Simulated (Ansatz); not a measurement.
# Na3AsF6: the cost of one run

Method: DFT PBEsol, scalar-relativistic, plane waves, PAW, in Ansatz 0.2.0.

### Step 1. The system as given

It takes space group Fm-3m (No. 225, cubic). Conventional cell: a = 8.504 Å, b = 8.504 Å, c = 8.504 Å, α = 90.00°, β = 90.00°, γ = 90.00°. Around Na (site symmetry -43m) lie 12 F at 3.01 Å. Na (site symmetry m-3m) is surrounded by 6 F at 2.20 Å. Around As (site symmetry m-3m) lie 6 F at 2.05 Å. Around F (site symmetry 4mm) lie 1 As at 2.05 Å and 1 Na at 2.20 Å.

Structure file:

```
Na As F
1.0
     0.00000    4.25183    4.25183
     4.25183    0.00000    4.25183
     4.25183    4.25183    0.00000
Na As F
3 1 6
Direct
  0.75000 0.75000 0.75000
  0.25000 0.25000 0.25000
  0.50000 0.50000 0.50000
  0.00000 0.00000 0.00000
  0.75893 0.24107 0.24107
  0.24107 0.24107 0.75893
  0.24107 0.75893 0.75893
  0.24107 0.75893 0.24107
  0.75893 0.24107 0.75893
  0.75893 0.75893 0.24107
```

The structure comes from the Materials Project (structure only).

(A quick probe on a coarse mesh, which set the mesh and smearing, is not shown.)

### Step 3. The relaxation

The input, input.yaml:

```yaml
crystal:
  lattice:
    - [0.0, 4.251832, 4.251832]
    - [4.251832, 0.0, 4.251832]
    - [4.251832, 4.251832, 0.0]
  atoms:
    - { symbol: Na, position: [0.75, 0.75, 0.75] }
    - { symbol: Na, position: [0.25, 0.25, 0.25] }
    - { symbol: Na, position: [0.5, 0.5, 0.5] }
    - { symbol: As, position: [0.0, 0.0, 0.0] }
    - { symbol: F, position: [0.758933, 0.241067, 0.241067] }
    - { symbol: F, position: [0.241067, 0.241067, 0.758933] }
    - { symbol: F, position: [0.241067, 0.758933, 0.758933] }
    - { symbol: F, position: [0.241067, 0.758933, 0.241067] }
    - { symbol: F, position: [0.758933, 0.241067, 0.758933] }
    - { symbol: F, position: [0.758933, 0.758933, 0.241067] }
basis:
  ecutwfc: 420
kpoints:
  mp_grid: { grid: [6, 6, 6] }
hamiltonian:
  xc: pbesol
scf:
  occupations: { method: gaussian, width: 0.02 }
output:
  forces: true
  stress: true
  eigenvalues: true
relax:
  adjacent_minimum: "off"
  f_tol: 0.005
  max_steps: 80
  cell: { stress_tol: 0.05 }
```

Launch:

```bash
> ansatz run input.yaml --threads 2 --pin off --max-ram 5120MiB --backend cpu --events-out ev --progress --plain --runs-dir out
```

Q: Estimate wall time and peak memory on 2 threads of Arm Neoverse V1, shared host.

About 25 s, with a peak of 0.5 GiB.
